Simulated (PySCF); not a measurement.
# H6OSeSi2: the cost of one run

Programs: PySCF 2.14.0, with routines of our own; each step states its level. All values are computed. Atoms count from 0.

## (1) The system as given

10 atoms, charge 0, multiplicity 1; geometry from: GFN2-xTB.

## (2) Geometry optimisation at PBE0-D3(BJ)/def2-SVP

Job settings and geometry (Å):

```
{"job": {"xc": "PBE0", "basis": "def2-SVP", "d3": "d3bj", "grid": 1, "maxiter": 30, "shake": 0.01, "kind": "geom"}, "charge": 0, "multiplicity": 1}
O      2.858030    -0.247880     0.361820
Si     1.354730     0.411660     0.274760
Se    -0.121170    -1.296080    -0.224360
Si    -2.039080    -0.169710    -0.383570
H      2.976100    -1.170460     0.423200
H      1.358110     1.375790    -0.821680
H      0.976530     0.972770     1.564650
H     -2.973230    -1.131960    -0.971070
H     -1.857780     0.997250    -1.213900
H     -2.481800     0.237700     0.969090
```

The run is started by

```sh
> OMP_NUM_THREADS=1 python heavy_run.py task.json out
```

One launch serves the whole session: the jobs run in the order shown.

**Question.** How long does this first job take on 1 thread of Arm Neoverse V2, shared host, and how much memory does it need?

About 2.2 min, with a peak of 0.47 GiB.
